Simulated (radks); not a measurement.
**Spin polarisation of the 3d shell in Cr**

The task here is to estimate one member of a computed series from the others.

Program: radks (a radial shooting solver on a logarithmic mesh, Libxc functionals) version 1. Level of theory: non-relativistic Kohn-Sham, r2SCAN, spin-polarised, spherical densities, point nucleus. These are calculated values, not measurements, unless marked.

## The system

```
element       : chromium (Z = 24)
charge        : 0
electrons     : 24
configuration : [Ar] 3d(up 2.5, down 2.5) 4s(up 0.5, down 0.5)
```

A shell typed twice in an input gives spin up, then spin down.

The first run:

Input:

```text
Z 24
configuration [Ar] 3d2.5 3d2.5 4s0.5 4s0.5
relativity non-relativistic
functional r2scan,r2scan
spin polarised
nucleus point
```

Among the steps run: No moment.

One table of the session follows, with a row left open; its other results are not shown here.

It belongs to the step «No moment». Radial moments (bohr):

```
level      <r>  outermost maximum (interpolated)  90 % within  nodes
   1s  0.06420                            0.0423        0.114      0
   2s        ?                                 ?            ?      ?
   2p   0.2607                             0.199        0.427      0
   3s   0.9102                             0.783         1.36      2
   3p   0.9699                             0.802         1.50      1
   4s    3.510                              2.84         5.37      3
   3d    1.499                             0.841         2.77      0
```

Q: Estimate the row for 2s from the others.

**Answer.** <r>: 0.2953; outermost maximum (interpolated): 0.246; 90 % within: 0.457; nodes: 1. In the column «<r>» it lies between 2p (0.2607) and 3s (0.9102).
